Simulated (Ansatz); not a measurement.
# BClH5NO: the cost of one run

All numbers below are computed with Ansatz 0.2.0 (RKS BLYP/6-31G*).

## Step 1: The system as given

Bond lengths: B1–O3 1.410 Å, O3–H4 1.010 Å, B1–Cl5 1.860 Å, B1–N6 1.850 Å, N6–H7 1.060 Å, N6–H8 1.060 Å. Angles: B1–O3–H4 109.5°, O3–B1–Cl5 120.0°, O3–B1–N6 105.4°, Cl5–B1–N6 92.8°, B1–N6–H7 120.0°, B1–N6–H8 120.0°, H7–N6–H8 120.0°.

Coordinates:

```xyz
9

B     0.0000    0.0000    0.0000
H     0.0000    0.0000    1.5400
O     1.2211    0.0000   -0.7050
H     1.5209   -0.9519   -0.8599
Cl   -1.6108    0.0000   -0.9300
N    -0.2314    1.7403    0.5833
H    -1.1621    2.2275    0.4417
H     0.5667    2.2503    1.0593
H    -0.1183    0.8900    1.5631
```

## Step 2: Pulling towards end A

Springs on the bonds that form and break draw the guess towards this end; the thresholds are loose.

The input, input.yaml:

```yaml
crystal:
  periodic: [false, false, false]
  atoms:
    - { symbol: B, position_ang: [0.0, 0.0, 0.0] }
    - { symbol: H, position_ang: [0.0, 0.0, 1.54] }
    - { symbol: O, position_ang: [1.2211, 0.0, -0.705] }
    - { symbol: H, position_ang: [1.5209, -0.9519, -0.8599] }
    - { symbol: Cl, position_ang: [-1.6108, 0.0, -0.93] }
    - { symbol: "N", position_ang: [-0.2314, 1.7403, 0.5833] }
    - { symbol: H, position_ang: [-1.1621, 2.2275, 0.4417] }
    - { symbol: H, position_ang: [0.5667, 2.2503, 1.0593] }
    - { symbol: H, position_ang: [-0.1183, 0.89, 1.5631] }
basis:
  gaussian: { orbitals: "6-31G*" }
hamiltonian:
  xc: blyp
relax:
  f_tol: 0.15
  max_steps: 25
  restrain:
    - { distance: [0, 5], at: 2.75, k: 30.0 }
    - { distance: [8, 1], at: 1.86, k: 30.0 }
    - { distance: [0, 1], at: 1.19, k: 30.0 }
    - { distance: [8, 5], at: 1.06, k: 30.0 }
```

Command:

```console
$ ansatz run input.yaml --threads 1 --pin off --max-ram 2048MiB --backend cpu --events-out ev --progress --plain --runs-dir out
```

**Question.** How long does this run take on 1 thread of Arm Neoverse V1, shared host, and how much memory does it need?

About 44 s, with a peak of 0.15 GiB.
